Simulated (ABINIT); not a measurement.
An input for ABINIT 10.8.3 (patched build) (Cr2C):

The input run.abi:

```
pp_dirpath "./"
pseudos "Cr.GGA_PBE-JTH.xml, C.GGA_PBE-JTH.xml"

acell 3*1.0 Angstrom
rprim
     2.8155361820     0.0000000000     0.0000000000
    -1.4077680910     2.4383258589     0.0000000000
     0.0000000000     0.0000000000     4.2309159700
ntypat 2
znucl 24 6
natom 3
typat 1 1 2
chkprim 0
chksymtnons 0
tolsym 1.0e-6
xred
            1/3            2/3   0.7532927000
            2/3            1/3   0.2467073000
            0.0            0.0            1/2

ecut 23.0
pawecutdg 45.0
pawxcdev 0
pawovlp -1
ecutsm 0.5

kptopt 1
ngkpt 8 8 4
nshiftk 1
shiftk 0.0 0.0 0.0

ixc -116133

nband 22
occopt 3
tsmear 0.05 eV

nsppol 2
spinat
     0.0000000000     0.0000000000     3.0000000000
     0.0000000000     0.0000000000    -3.0000000000
     0.0000000000     0.0000000000     0.0000000000

nstep 80
tolvrs 1.0e-10

iomode 3
prteig 0
prtebands 0
prtwf 0
prtden 0

ionmov 2
optcell 2
ntime 50
tolmxf 2.0e-5
dilatmx 1.08
```

Potentials or basis: JTH PAW PBE v2.0.

The run is started by

```console
$ abinit run.abi > log 2>&1
```

Task: How does this run end?

Result: The run stopped without a result. It printed:

run.abo:

```text
.Version 10.8.3 of ABINIT
 Magnetic group, Shubnikov type III
 Fedorov space group P-3 m 1 (#164); Bravais hP (primitive hexag.)
 Magnetic point group -3'm (# 39)
================================================================================
 Values of the parameters that define the memory need of the present run
     intxc =       0    ionmov =       2      iscf =      17    lmnmax =      18
     lnmax =       6     mgfft =      40  mpssoang =       3    mqgrid =    3001
     natom =       3  nloc_mem =       2    nspden =       2   nspinor =       1
    nsppol =       2      nsym =      12    n1xccc =       1    ntypat =       2
[... 128 lines left out ...]

--- !BeginCycle
iteration_state: {dtset: 1, itime: 1, icycle: 1, }
solver: {iscf: 17, nstep: 80, nline: 4, wfoptalg: 10, }
tolerances: {tolvrs: 1.00E-10, }
...

     iter   Etot(hartree)      deltaE(h)  residm     nres2   difmagsph maxmagsph

--- !ERROR
message: |
    dhpev returned info!=0
...
```
